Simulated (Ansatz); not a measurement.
Consider an atomisation energy of C2H5IO, SMILES CC(O)I (the Ansatz DFT code, driven from Python).

`c2h5io_tae.py`:
```python
"""Atomisation energy of C2H5IO at the given geometry."""

from collections import Counter
from dataclasses import dataclass

import ansatz
from ase import Atoms


@dataclass(frozen=True)
class Options:
    basis: str = "def2-TZVP"
    xc: str = "cam_b3lyp"


cfg = Options()


def total_energy(molecule, charge=0, unpaired=0):
    calc = (
        molecule.calculation()
        .basis(gaussian=cfg.basis)
        .functional(cfg.xc)
        .scf(lower_state_search="standard")
    )
    if charge:
        calc = calc.charge(charge)
    if unpaired:
        calc = calc.spin("collinear", total=unpaired)
    report = calc.run(threads=1).report
    if report["published_state_doubts"]:
        print("  doubts:", report["published_state_doubts"])
    return report["free_energy_ev"]


def main() -> None:
    atoms = Atoms(["C", "C", "O", "I", "H", "H", "H", "H", "H"], positions=[
        (0.2592, 0.7255, -0.4475),
        (-0.2277, -0.6142, 0.0016),
        (-0.0962, -0.7098, 1.3983),
        (-2.1917, -0.9471, -0.4285),
        (0.0891, 0.8871, -1.5576),
        (-0.3554, 1.5755, 0.0477),
        (1.2918, 0.9406, -0.2089),
        (0.4397, -1.3612, -0.4727),
        (0.8798, -0.5428, 1.6506),
    ])
    geometry = ansatz.Crystal.molecule_from_ase(atoms)

    # Hund ground states
    unpaired = {"C": 2, "O": 2, "I": 1, "H": 1}
    counts = Counter(site.symbol for site in geometry.cartesian_sites)
    atom_energy = {s: total_energy(ansatz.Crystal.molecule().atom(s, (0, 0, 0)), 0, unpaired[s]) for s in counts}
    whole = total_energy(geometry, 0, 0)
    for s, e in atom_energy.items():
        print(f"{s:2s} x{counts[s]}  {e:14.5f} eV")
    print(f"C2H5IO: {whole:.5f} eV")
    split = sum(counts[s] * e for s, e in atom_energy.items()) - whole
    print(f"atomisation energy (no zero-point term): {96.485332 * split:.1f} kJ/mol, {split / sum(counts.values()):.3f} eV an atom")


if __name__ == "__main__":
    main()
```

What does it cost to take this molecule apart into atoms?

3142.7 kJ/mol from the electronic energies, without the zero-point term.

The run itself:

```console
$ python c2h5io_tae.py
C  x2     -1029.59771 eV
O  x1     -2042.84733 eV
I  x1     -8100.48355 eV
H  x5       -13.57334 eV
C2H5IO: -12302.96496 eV
atomisation energy (no zero-point term): 3142.7 kJ/mol, 3.619 eV an atom
```

Caveats:
- The settings weren't tested for convergence.
- The geometry is a force-field or estimated start, not a minimum of this method, and the basis set is short of its limit. All parts are taken at fixed geometry, without zero-point energy.
- def2 sets replace the cores of elements past krypton by effective core potentials.
- The spin-orbit lowering of heavy atoms is left out.
- The whole script took 8 s on 1 thread of Intel(R) Xeon(R) Platinum 8375C CPU @ 2.90GHz (Ice Lake) (shared host), peak memory 0.4 GiB.

(Lines on the test bed's own set-up are left out of the output.)
